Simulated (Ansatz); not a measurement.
# BClH4OSi: small, medium and large basis sets

The task here is to estimate one member of a computed series from the others.

Computed with Ansatz 0.2.0, Gaussian basis. Level: one geometry, several basis sets.

The runs, in order: PBE0-D4/def2-SVP; ωB97M-V/def2-SVP; PBE0-D4/def2-QZVPP; ωB97M-V/def2-QZVPP; the functionals' def2-TZVPP values are taken from earlier runs.

1 further run of the same task is left out (it didn't finish).

## The geometry

The geometry comes from an earlier relaxation with PBE0-D4 in a triple-zeta def2 set; it is a stationary point, not always the lowest conformer.

SMILES `OB([SiH3])Cl`, 8 atoms, charge 0, spin multiplicity 1.

Atoms are counted from 1 here; the program's logs count them from 0.

Bond lengths: O1–B2 1.343 Å, O1–H5 0.965 Å, B2–Si3 2.023 Å, B2–Cl4 1.779 Å, Si3–H6 1.486 Å, Si3–H7 1.488 Å, Si3–H8 1.488 Å. Angles: B2–O1–H5 113.9°, O1–B2–Si3 121.8°, O1–B2–Cl4 119.2°, Si3–B2–Cl4 119.0°, B2–Si3–H6 112.1°, B2–Si3–H7 109.2°, B2–Si3–H8 109.2°, H6–Si3–H7 109.1°, H6–Si3–H8 109.1°, H7–Si3–H8 108.1°.

Set-up of the first run:

Contents of in.yaml:

```yaml
crystal:
  periodic: [false, false, false]
  atoms:
    - {symbol: O, position_ang: [-0.463387, 1.550875, -0.887962]}
    - {symbol: B, position_ang: [-0.138061, 0.255272, -0.750147]}
    - {symbol: Si, position_ang: [0.266281, -0.556197, 1.058368]}
    - {symbol: Cl, position_ang: [-0.059070, -0.776790, -2.196423]}
    - {symbol: H, position_ang: [-0.632477, 1.816924, -1.799569]}
    - {symbol: H, position_ang: [0.148712, 0.439360, 2.155935]}
    - {symbol: H, position_ang: [1.647883, -1.109108, 1.049146]}
    - {symbol: H, position_ang: [-0.677883, -1.677437, 1.314953]}
basis:
  gaussian: {orbitals: def2-SVP}
hamiltonian: {xc: pbe0, dispersion: d4}
output: {orbitals: {seedname: orbitals}}
```

Steps of the session up to this table: PBE0-D4 in def2-SVP; ωB97M-V in def2-SVP; PBE0-D4 in def2-QZVPP; ωB97M-V in def2-QZVPP.

One of the session's tables, all rows but one given; the rest of the session is left out.

It belongs to the step «Functionals by basis». 

| functional | basis | HOMO (eV) |
| --- | --- | --- |
| PBE0-D4 | def2-SVP | -8.31 |
| PBE0-D4 | def2-TZVPP | -8.43 |
| PBE0-D4 | def2-QZVPP | -8.45 |
| ωB97M-V | def2-SVP | -10.40 |
| ωB97M-V | def2-TZVPP | -10.56 |
| ωB97M-V | def2-QZVPP | ? |

**Question.** Estimate the row for ωB97M-V, def2-QZVPP.

The run gave: HOMO (eV): -10.59. In the column «HOMO (eV)» it is the lowest.
